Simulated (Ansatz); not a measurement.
# BGeHF (quartet): from Hartree-Fock to the top rungs, cc-pVDZ

The task here is to estimate one member of a computed series from the others.

Method: cc-pVDZ, core rule «outside noble gas», up to 16 orbitals frozen; program: Ansatz 0.2.0, Gaussian basis.

Plan: UHF; CCSD(T) on ROHF; CCSD(T) on UHF; BCCD(T) on ROHF; CISD; CCSDT(Q) on ROHF; CCSDT(Q) on UHF.

22 further runs of the same task are left out: 8 that didn't finish, 14 set aside as unsound or not needed.

## The system

The geometry is a PBE0/def2-TZVP stationary point (not a proven minimum) of the parent state, kept for this charge and spin. No spin-orbit coupling is included. The filled d shell of Ge may be among the frozen orbitals whatever the setting's name suggests; the logs give the count.

4 atoms, charge 0, spin multiplicity 4.

Atoms are counted from 1 here; the program's logs count them from 0.

Bond lengths: F1–B2 1.300 Å, B2–Ge3 1.934 Å, B2–H4 1.371 Å, Ge3–H4 1.864 Å. Angles: F1–B2–Ge3 176.3°, F1–B2–H4 117.6°, Ge3–B2–H4 66.2°, B2–Ge3–H4 42.3°, B2–H4–Ge3 71.6°.

As a file:

```xyz
4
BFGeH
F     0.0000   -0.3534    1.6002
B     0.0000   -0.2880    0.3018
Ge    0.0000   -0.3161   -1.6315
H     0.0000    0.9575   -0.2705
```

Set-up of the first run:

File in.yaml:

```yaml
crystal:
  periodic: [false, false, false]
  atoms:
    - {symbol: F, position_ang: [0.000012, -0.353366, 1.600203]}
    - {symbol: B, position_ang: [-0.000026, -0.288012, 0.301824]}
    - {symbol: Ge, position_ang: [0.000005, -0.316084, -1.631542]}
    - {symbol: H, position_ang: [0.000009, 0.957462, -0.270485]}
basis:
  gaussian: {orbitals: cc-pVDZ}
magnetization: {spin_polarized: true, initial_magnetization: 3}
hamiltonian: {xc: hf}
output: {orbitals: {seedname: orbitals}}
```

Run with:

```
ansatz run in.yaml --threads 1 --pin off --events-out ev --progress --plain --max-ram 2393MiB
```

Among the steps run: UHF; CCSD(T) on ROHF; CCSD(T) on UHF; BCCD(T) on ROHF; CISD; CCSDT(Q) on ROHF; CCSDT(Q) on UHF.

One table of the session follows, with a row left open; its other results are not shown here.

| method | from UCCSDT(Q) (kJ/mol) |
| --- | --- |
| ROHF | +951.4 |
| UHF | ? |
| RMP2 | +95.6 |
| UMP2 | +97.5 |
| RCCSD | +32.0 |
| UCCSD | +30.9 |
| RCCSD(T) | +6.5 |
| UCCSD(T) | +5.6 |
| BCCD(T) | +6.0 |
| RCCSDT | +3.0 |
| UCCSDT | +2.1 |
| RCCSDT(Q) | +1.3 |
| UCCSDT(Q) | 0 |

Q: Estimate the row for UHF from the others.

**Answer.** from UCCSDT(Q) (kJ/mol): +940.1. In the column «from UCCSDT(Q) (kJ/mol)» it lies between UMP2 (+97.5) and ROHF (+951.4).

Not comparable, so not listed: CISD (they don't share determinant, frozen orbitals or solution with the rows shown, or repeat one).

To keep in mind: Restricted and unrestricted rows rest on different reference determinants; where their highest levels disagree by more than a few hundredths of an eV, they describe different states and don't form one ladder.
